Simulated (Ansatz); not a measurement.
# As2S (I4_1/amd) in Ansatz: reference runs

Reference runs on As2S: the cell as given and a disturbed copy.

All numbers are computed with Ansatz 0.2.0; they aren't measurements. Logs are shortened: lines on timing, memory, paths and dates and some standing lists are left out, and cuts for length are marked.

## (1) Starting point

It takes space group I4_1/amd (No. 141, tetragonal). Conventional cell: a = 7.013 Å, b = 7.013 Å, c = 4.972 Å, α = 90.00°, β = 90.00°, γ = 90.00°. As (site symmetry 2/m) has 2 S at 2.56 Å and 4 As at 2.77 Å as nearest neighbours. Around S (site symmetry -4m2) lie 4 As at 2.56 Å.

The cell comes from a database or a generator and needn't be the stable form of this composition.

## (2) Single point, PBE

The input, input.yaml:

```yaml
crystal:
  lattice:
    - [-3.50648, 3.50648, 2.485919]
    - [3.50648, -3.50648, 2.485919]
    - [3.50648, 3.50648, -2.485919]
  atoms:
    - { symbol: As, position: [0.875, 0.125, 0.25] }
    - { symbol: As, position: [0.875, 0.625, 0.75] }
    - { symbol: As, position: [0.375, 0.125, 0.25] }
    - { symbol: As, position: [0.875, 0.125, 0.75] }
    - { symbol: S, position: [0.25, 0.75, 0.5] }
    - { symbol: S, position: [0.5, 0.5, 0.0] }
hamiltonian:
  xc: pbe
  pseudopotentials: { kind: paw }
kpoints:
  mp_grid: { grid: [7, 7, 7] }
scf:
  occupations: { method: fermi_dirac, width: 0.05 }
output:
  forces: true
  stress: true
  eigenvalues: true
```

Potentials or basis: Ansatz PAW.

Launch:

```
> ansatz run input.yaml --threads 2 --pin off --max-ram 5120MiB --backend cpu --events-out ev --progress --plain --runs-dir out
```

The log of the run:

```text
Warning: RAYON_NUM_THREADS=2 ignored (pool sized by the plan → 2); use --threads N
Engine: ansatz 0.2.0, aarch64-unknown-linux-gnu
Pseudopotentials: kind: paw
Pseudopotential: As, paw, valence charge 15, recommended cutoff 420 eV (normal), As.paw.azcp
Pseudopotential: S, paw, valence charge 6, recommended cutoff 420 eV (normal), S.paw.azcp
Functional definition: PBE
  parameter kappa = 0.804
  parameter beta = 0.06672455060314922
  exchange = pbe_x(kappa = kappa, mu = beta*pi^2/3)
  correlation = pbe_c(beta = beta)
Crystal: 6 atoms, lattice volume = 122.261 Å³
Basis set: ecut = 420 eV, 2373 PW (Γ), exchange–correlation on 80×80×80 points (8 copies of the dense FFT grid, shifted against one another)
Bands: 44, of which v1, the nominal top of the filled ones, is band 36 counted from 1 (35 counted from 0)
Symmetry: 16 space group operations
Space group: I41/amd (ITA 141), of the structure as read, at distance tolerance 5.0e-5 Å
k-points: 40 of 343
Non-local potential: As, projectors of the file, l = 0: 2, l = 1: 2, l = 2: 3, l = 3: 1
Non-local potential: S, projectors of the file, l = 0: 2, l = 1: 2, l = 2: 2
PAW form: soft (Blöchl's): semilocal exchange-correlation on the pseudo side does not see the compensation charge
PAW one-centre angular grid: As, 590 points (default); XC on 64 Gauss nodes
PAW one-centre angular grid: S, 110 points (default); XC on 64 Gauss nodes
Initial density: superposition of atomic densities (neutral atoms: chi_scale 0, normalization atom), corrected by the library's trained network
Initial wavefunctions: pseudopotential atomic-orbital guess
Functional: x = pbe(κ = 0.804, μ = 0.2195149727645171), c = pbe(β = 0.06672455060314922)
SCF iter   1: F=—  HF=-21228.268647 eV  |F-HF|=—  |Δ(HF+E_count)|=         —  Δρ=1.75e-3  dr2=6.75e-3  ethr=1.77e-3  ⟨swp⟩=6.0  Hψ=6654  notcnv=0  defer=1
preconditioner: auto → Kerker (q_TF=auto, 2.498 Å⁻¹)  [metal: Δε(μ)=0.010 eV  Ē_g=9.204 eV  σ=0.050 eV  W_gap=0.05  n_scr=32 (ndim 8)  ℏωp=19.0 eV  f_vac=0.000  D(μ)=1.35/eV (n_scr^D=4)]
SCF iter   2: F=—  HF=-21228.266992 eV  |F-HF|=—  |Δ(HF+E_count)|=   1.66e-3  Δρ=1.10e-3  dr2=2.93e-3  ethr=9.38e-6  ⟨swp⟩=2.3  Hψ=3537  notcnv=0  defer=8
SCF iter   3: F=—  HF=-21228.266629 eV  |F-HF|=—  |Δ(HF+E_count)|=   3.63e-4  Δρ=4.28e-4  dr2=5.07e-4  ethr=4.06e-6  ⟨swp⟩=2.5  Hψ=3077  notcnv=0  defer=8
SCF iter   4: F=—  HF=-21228.266333 eV  |F-HF|=—  |Δ(HF+E_count)|=   2.96e-4  Δρ=2.58e-4  dr2=9.64e-5  ethr=7.04e-7  ⟨swp⟩=2.0  Hψ=3131  notcnv=0  defer=8
SCF iter   5: F=—  HF=-21228.266316 eV  |F-HF|=—  |Δ(HF+E_count)|=   1.73e-5  Δρ=7.15e-5  dr2=6.63e-6  ethr=1.34e-7  ⟨swp⟩=2.0  Hψ=3131  notcnv=0  defer=8
SCF iter   6: F=—  HF=-21228.266311 eV  |F-HF|=—  |Δ(HF+E_count)|=   4.87e-6  Δρ=1.91e-5  dr2=4.33e-7  ethr=9.21e-9  ⟨swp⟩=2.0  Hψ=3131  notcnv=0  defer=8
SCF iter   7: F=-21228.266312 eV  HF=-21228.266312 eV  |F-HF|=1.22e-8  |Δ(HF+E_count)|=   6.98e-7  Δρ=5.15e-6  dr2=2.63e-8  ethr=1.39e-10  ⟨swp⟩=7.4  Hψ=7647  notcnv=0
SCF 1 converged in 7 iterations: F = -21228.266312 eV  dr2 = 2.63e-8
SCF converged after 7 iterations
Free energy (F): -21228.266312 eV
Harris-Foulkes:  -21228.266312 eV  (|F-HF|=1.22e-8)
Internal energy: -21228.255503 eV  (E = F + TS)
E sigma→0 (E₀):  -21228.260908 eV
Entropy (-TS):   -0.010808 eV (-1.801 meV/atom)
Fermi energy:    9.617988 eV
--- Per-component energies (eV) ---
  E_band       = -962.850768
  E_kinetic    = 619.154319
  E_local      = -7415.276417  (includes V_loc(G=0)·N_el)
  E_nonlocal   = -2625.434158
  E_hartree    = 4012.567892
  E_xc         = -509.963606
  E_vxc        = -490.130384  (∫ρ·V_xc dr)
  E_paw        = -8537.750681  (= ΣΔE_a)
  E_vpaw       = 923.690208  (= ΣTr[D̂ρ^β])
  E_aug_tail   = 0.000030  (compensation charges beyond the density's cutoff)
  E_ewald      = -6771.552883
  E_smearing   = -0.010808  (= −TS)
  E_closure    = -0.000000  (closes the sum)
  Σ components = -21228.266312   (vs F -21228.266312, Δ=0.00e0)
--- Forces (eV/Å), atoms counted from 1 ---
  atom   1  As     0.00000000     0.00000000     0.00000000
  atom   2  As     0.00000000    -0.00000000     0.00000000
  atom   3  As    -0.00000000     0.00000000     0.00000000
  atom   4  As    -0.00000000    -0.00000000     0.00000000
  atom   5  S      0.00000000    -0.00000000     0.00000000
  atom   6  S      0.00000000    -0.00000000     0.00000000
  max |Σ_I F_I| component: 1.95e-18 eV/Å
--- Stress (GPa, compression-positive) ---
        0.161380       0.000000       0.000000
        0.000000       0.161380      -0.000000
        0.000000      -0.000000       0.825617
  P = ⅓ Tr σ = 0.3828 GPa (3.828 kbar)
--- Band table (eV; the first three rows and the last of 40) ---
  k-point 0: bands = ["-26.7244", "-26.7119", "-26.7119", "-26.6959", "-26.6823", "-26.6823", "-26.6823", "-26.6795", "-26.6754", "-26.6679", "-26.6679", "-26.6648", "-26.6420", "-26.6012", "-26.5910", "-26.5910", "-26.5792", "-26.5792", "-26.5747", "-26.5364", "-5.7778", "-3.3604", "-1.0183", "-1.0183", "-0.6371", "0.9281", "3.4473", "3.7417", "4.8293", "5.3845", "5.3845", "6.1937", "6.1937", "6.8172", "6.8172", "8.1104", "12.4424", "12.4424", "12.4453", "12.7389", "13.1122", "14.7252", "15.1643", "15.1643"]
  k-point 1: bands = ["-26.7233", "-26.7123", "-26.7103", "-26.6956", "-26.6828", "-26.6825", "-26.6818", "-26.6793", "-26.6752", "-26.6683", "-26.6679", "-26.6651", "-26.6395", "-26.6008", "-26.5924", "-26.5899", "-26.5818", "-26.5779", "-26.5754", "-26.5391", "-5.6864", "-3.5092", "-1.0913", "-0.9509", "-0.6969", "0.7709", "3.4710", "3.9444", "5.0873", "5.2712", "5.5739", "5.9764", "6.2351", "6.9707", "6.9712", "8.4831", "12.0557", "12.0651", "12.4220", "12.6411", "13.2082", "14.3033", "14.3311", "15.0387"]
  k-point 2: bands = ["-26.7208", "-26.7133", "-26.7061", "-26.6954", "-26.6837", "-26.6829", "-26.6804", "-26.6787", "-26.6745", "-26.6696", "-26.6680", "-26.6659", "-26.6323", "-26.5994", "-26.5978", "-26.5879", "-26.5872", "-26.5775", "-26.5738", "-26.5465", "-5.4181", "-3.9194", "-1.1756", "-0.8458", "-0.7534", "0.3961", "3.5699", "4.2312", "4.7418", "5.4742", "6.0469", "6.0963", "6.8795", "7.2704", "7.3724", "8.9985", "10.9346", "11.3837", "11.4230", "12.5447", "12.8899", "13.8911", "14.4026", "14.8556"]
  k-point 39: bands = ["-26.7089", "-26.7061", "-26.7042", "-26.7010", "-26.6828", "-26.6824", "-26.6781", "-26.6778", "-26.6717", "-26.6706", "-26.6701", "-26.6692", "-26.6022", "-26.5928", "-26.5917", "-26.5905", "-26.5892", "-26.5876", "-26.5862", "-26.5787", "-4.5058", "-4.3497", "-1.7345", "-1.6293", "-0.8569", "-0.8013", "4.6159", "4.7822", "5.9423", "6.1626", "7.0521", "7.3367", "8.1860", "8.2631", "8.5006", "8.9605", "9.7574", "10.2316", "10.5587", "10.6401", "11.8041", "12.0355", "12.8623", "13.1372"]
```

Wall time 5.7 s (2 threads of Arm Neoverse V2, shared host); peak memory 0.47 GiB.

Results:

* Free energy: -21228.2663 eV
* Pressure: 0.4 GPa
* Band gap on the k mesh: none (metal or under the smearing width)

## (3) Single point, PBE (atoms moved at random, drawn with an rms of 0.05 Å)

The input, input.yaml:

```yaml
crystal:
  lattice:
    - [-3.50648, 3.50648, 2.485919]
    - [3.50648, -3.50648, 2.485919]
    - [3.50648, 3.50648, -2.485919]
  atoms:
    - { symbol: As, position: [0.870372, 0.124222, 0.245554] }
    - { symbol: As, position: [0.879448, 0.624358, 0.75041] }
    - { symbol: As, position: [0.376456, 0.123981, 0.243619] }
    - { symbol: As, position: [0.880375, 0.131572, 0.751119] }
    - { symbol: S, position: [0.252199, 0.754143, 0.501745] }
    - { symbol: S, position: [0.488113, 0.487659, -0.000348] }
hamiltonian:
  xc: pbe
  pseudopotentials: { kind: paw }
kpoints:
  mp_grid: { grid: [7, 7, 7] }
scf:
  occupations: { method: fermi_dirac, width: 0.05 }
output:
  forces: true
  stress: true
  eigenvalues: true
```

Potentials or basis: Ansatz PAW.

Launch:

```
> ansatz run input.yaml --threads 2 --pin off --max-ram 5120MiB --backend cpu --events-out ev --progress --plain --runs-dir out
```

The log of the run:

```text
Warning: RAYON_NUM_THREADS=2 ignored (pool sized by the plan → 2); use --threads N
[... 9 set-up lines as earlier in the session ...]
Crystal: 6 atoms, lattice volume = 122.261 Å³
Basis set: ecut = 420 eV, 2373 PW (Γ), exchange–correlation on 80×80×80 points (8 copies of the dense FFT grid, shifted against one another)
Bands: 44, of which v1, the nominal top of the filled ones, is band 36 counted from 1 (35 counted from 0)
[... 44 lines left out ...]
  atom   1  As     0.09066879     0.05540335     0.05516449
  atom   2  As    -0.06142433    -0.01894167     0.07584710
  atom   3  As     0.05034810    -0.00930664    -0.08932579
  atom   4  As    -0.00212759     0.00484127    -0.08446943
  atom   5  S     -0.07998661    -0.01094543    -0.32301830
  atom   6  S      0.00251796    -0.02105107     0.36580009
  max |Σ_I F_I| component: 3.68e-6 eV/Å
--- Stress (GPa, compression-positive) ---
       -0.234041      -0.000083      -0.145078
       -0.000082       0.780922      -0.021402
       -0.145078      -0.021402       1.056705
  P = ⅓ Tr σ = 0.5345 GPa (5.345 kbar)
--- Band table (eV; the first three rows and the last of 172) ---
  k-point 0: bands = ["-26.7248", "-26.7174", "-26.7037", "-26.6967", "-26.6868", "-26.6823", "-26.6821", "-26.6777", "-26.6731", "-26.6646", "-26.6606", "-26.6585", "-26.6413", "-26.6018", "-26.5946", "-26.5911", "-26.5751", "-26.5731", "-26.5710", "-26.5341", "-5.7912", "-3.3753", "-1.0666", "-0.9867", "-0.6410", "0.9394", "3.4452", "3.7467", "4.8280", "5.2455", "5.4980", "6.1701", "6.1984", "6.7587", "6.9137", "8.1116", "12.3164", "12.4268", "12.5623", "12.7081", "13.1634", "14.7185", "15.1447", "15.1807"]
  k-point 1: bands = ["-26.7239", "-26.7169", "-26.7029", "-26.6962", "-26.6869", "-26.6826", "-26.6820", "-26.6776", "-26.6728", "-26.6651", "-26.6606", "-26.6586", "-26.6389", "-26.6015", "-26.5949", "-26.5917", "-26.5761", "-26.5730", "-26.5716", "-26.5368", "-5.7000", "-3.5236", "-1.1106", "-0.9515", "-0.6969", "0.7825", "3.4698", "3.9454", "5.0808", "5.2169", "5.6127", "5.9670", "6.2303", "6.9095", "7.0621", "8.4835", "11.9681", "12.1059", "12.4440", "12.6431", "13.2262", "14.2889", "14.3480", "15.0452"]
  k-point 2: bands = ["-26.7217", "-26.7162", "-26.7004", "-26.6951", "-26.6873", "-26.6841", "-26.6811", "-26.6774", "-26.6718", "-26.6663", "-26.6605", "-26.6590", "-26.6318", "-26.6006", "-26.5983", "-26.5937", "-26.5781", "-26.5733", "-26.5700", "-26.5440", "-5.4330", "-3.9321", "-1.1900", "-0.8738", "-0.7305", "0.4087", "3.5666", "4.2280", "4.7286", "5.4662", "6.0256", "6.1165", "6.8666", "7.2587", "7.4145", "8.9954", "10.9109", "11.3663", "11.4587", "12.5356", "12.9164", "13.8916", "14.4018", "14.8591"]
  k-point 171: bands = ["-26.7202", "-26.7158", "-26.6997", "-26.6949", "-26.6878", "-26.6847", "-26.6803", "-26.6778", "-26.6717", "-26.6667", "-26.6605", "-26.6590", "-26.6284", "-26.6001", "-26.5995", "-26.5949", "-26.5785", "-26.5734", "-26.5710", "-26.5460", "-5.0267", "-3.7781", "-2.1835", "-1.9379", "-0.3183", "0.9337", "4.0799", "4.5610", "4.6985", "4.8576", "6.0150", "6.4933", "7.0713", "7.5035", "7.9306", "9.4704", "10.2207", "11.9015", "12.0720", "12.3871", "13.0864", "13.6479", "13.8562", "14.5145"]
```

Wall time 39 s (2 threads of Arm Neoverse V2, shared host); peak memory 0.82 GiB.

Results:

```
Free energy            : -21228.2505 eV
Pressure               : 0.5 GPa
Largest force          : 0.366 eV/Å
Band gap on the k mesh : none (metal or under the smearing width)
```

Forces in eV/Å, atoms in the order of the input:
```
As   0.091  0.055  0.055
As  -0.061 -0.019  0.076
As   0.050 -0.009 -0.089
As  -0.002  0.005 -0.084
S   -0.080 -0.011 -0.323
S    0.003 -0.021  0.366
```
